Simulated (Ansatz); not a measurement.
# SiBr (quartet): from Hartree-Fock to the top rungs, aug-cc-pVDZ

An exercise on one series of results from a longer session: the logs are not shown, and one member is left open.

Program: Ansatz 0.2.0, Gaussian basis. Level of theory: aug-cc-pVDZ, core rule «outside noble gas», up to 19 orbitals frozen. These are calculated values, not measurements.

The runs, in order: UHF; CCSD(T) on ROHF; CCSD(T) on UHF; BCCD(T) on ROHF; CISD; CCSDT(Q) on ROHF; CCSDT(Q) on UHF; CASSCF and MRCISD+Q, 11 electrons in 8 orbitals; CASSCF and NEVPT2, 11 electrons in 8 orbitals.

22 further runs of the same task are left out: 2 for a known fault of the program, 8 that didn't finish, 12 set aside as unsound or not needed.

### The geometry

The geometry is a PBE0/def2-TZVPD stationary point (not a proven minimum) of the parent state, kept for this charge and spin. No spin-orbit coupling is included. The filled d shell of Br may be among the frozen orbitals whatever the setting's name suggests; the logs give the count.

2 atoms, charge 0, spin multiplicity 4.

Atoms are counted from 1 here; the program's logs count them from 0.

Bond lengths: Si1–Br2 2.426 Å.

Set-up of the first run:

File in.yaml:

```yaml
crystal:
  periodic: [false, false, false]
  atoms:
    - {symbol: Si, position_ang: [0.000000, 0.000000, 0.000000]}
    - {symbol: Br, position_ang: [0.000000, 0.000000, 2.426100]}
basis:
  gaussian: {orbitals: aug-cc-pVDZ}
magnetization: {spin_polarized: true, initial_magnetization: 3}
hamiltonian: {xc: hf}
output: {orbitals: {seedname: orbitals}}
```

Command:

```console
$ ansatz run in.yaml --threads 1 --pin off --events-out ev --progress --plain --max-ram 2393MiB
```

Among the steps run: UHF; CCSD(T) on ROHF; CCSD(T) on UHF; BCCD(T) on ROHF; CISD; CCSDT(Q) on ROHF; CCSDT(Q) on UHF; CASSCF and MRCISD+Q, 11 electrons in 8 orbitals; CASSCF and NEVPT2, 11 electrons in 8 orbitals.

One table of the session follows, with a row left open; its other results are not shown here.

```
          method  from UCCSDT(Q) (kcal/mol)
            ROHF                    +122.53
             UHF                    +120.56
            RMP2                     +20.10
            UMP2                     +19.99
            CISD                     +12.76
           RCCSD                      +5.09
           UCCSD                      +4.90
        RCCSD(T)                      +0.99
        UCCSD(T)                      +0.97
         BCCD(T)                      +1.03
          RCCSDT                      +0.34
          UCCSDT                      +0.31
       RCCSDT(Q)                      +0.05
       UCCSDT(Q)                          0
  CASSCF valence                          ?
  NEVPT2 valence                     +27.27
  MRCISD valence                     +10.85
MRCISD+Q valence                      +2.06
```

Q: Estimate the row for CASSCF valence from the others.

As computed: from UCCSDT(Q) (kcal/mol): +109.79. In the column «from UCCSDT(Q) (kcal/mol)» it lies between NEVPT2 valence (+27.27) and UHF (+120.56).

Limits of these values: Restricted and unrestricted rows rest on different reference determinants; where their highest levels disagree by more than a few hundredths of an eV, they describe different states and don't form one ladder.
